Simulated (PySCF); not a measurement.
**LaN: bond curves at several levels of theory**

One job finds the state of LaN, follows it along the bond with each method and fits the curves.

Program: PySCF 2.14.0. Level of theory: La x2c-SVPall, N x2c-SVPall, spin-free X2C with a Gaussian nucleus. These are calculated values, not measurements.

### Step 1. Input

The job is set up so:

| Quantity | Value |
| --- | --- |
| atoms | La, N |
| charge | 0 |
| basis | La x2c-SVPall, N x2c-SVPall |
| Hamiltonian | spin-free X2C with a Gaussian nucleus |
| basis functions | 80 |
| electrons treated | 64 |
| masses in u | 138.9063, 14.0031 |
| levels | PBE0, PBE, r²SCAN, BP86, PBEsol, HF, MP2, SCS-MP2, CCSD, CCSD(T) |
| grid | 80 radial by 434 angular points |
| occupations | held fixed by the projection of orbital angular momentum |
| dissociation limit | La + N, each in its ground configuration |
| starting distance in angstrom | 2.070 |
| values of 2S to try | 0, 2, 4 |

The run is started by

```console
$ OMP_NUM_THREADS=2 python dia.py task.json out
```

Further steps of the session: PBE0 along the bond; Higher solutions at PBE0; PBE (GGA); r²SCAN (meta-GGA); BP86; PBEsol (GGA); RHF; Correlated methods on the Hartree–Fock reference.

Q: Predict the outcome of this session. Wanted: for each run, Re; ωe; De; μ.

The runs gave:

Lowest PBE0 solution found, without spin–orbit coupling: ¹Σ⁺ (singlet), closed shell, about 0.1 electrons in the 4f shell (Mulliken). State 2 has its PBE0 minimum 1.01 eV higher. The other levels ran on the lowest alone.

| level | Re (Å) | ωe (cm⁻¹) | De (eV) | μ (D) |
| --- | --- | --- | --- | --- |
| RHF | 1.781 | 987 | 1.05 | -8.53 |
| RHF-MP2 | 1.888 | 742 | 5.88 | n/a |
| RHF-SCS-MP2 | 1.878 | 764 | 5.51 | n/a |
| RHF-CCSD | 1.824 | 896 | 4.47 | n/a |
| RHF-CCSD(T) | 1.843 | 847 | 4.85 | n/a |
| PBE | 1.820 | 879 | 6.39 | -6.83 |
| PBEsol | 1.812 | 894 | 6.72 | -6.78 |
| BP86 | 1.826 | 868 | 6.29 | -6.80 |
| r²SCAN | 1.814 | 890 | 5.54 | -6.98 |
| PBE0 | 1.798 | 930 | 5.65 | -7.30 |

De is counted to La + N in their ground configurations. A positive dipole means La(−)N(+).

Differences from CCSD(T) in the same basis:

| level | Re (mÅ) | ωe (%) |
| --- | --- | --- |
| RHF | -62 | +16.5 |
| RHF-MP2 | +45 | -12.4 |
| RHF-SCS-MP2 | +35 | -9.9 |
| RHF-CCSD | -20 | +5.7 |
| PBE | -23 | +3.8 |
| PBEsol | -31 | +5.5 |
| BP86 | -17 | +2.4 |
| r²SCAN | -30 | +5.0 |
| PBE0 | -46 | +9.8 |

In words: Against CCSD(T) in the same basis, the bond length is nearest at BP86 (-17 mÅ) and farthest at RHF (-62 mÅ); the wavenumber is nearest at BP86 (+2.4 %) and farthest at RHF (+16.5 %). Hartree–Fock makes the bond too short and too stiff against this reference, as it mostly does. CCSD(T) in a basis this small is itself some way from its limit, more so than the functionals. Of the levels with a De here, RHF gives the least (1.05 eV) and PBEsol the most (6.72 eV).

Correlated steps freeze 19 core orbitals. These are scalar-relativistic numbers at best; spin–orbit coupling would shift them, the dissociation energy most.
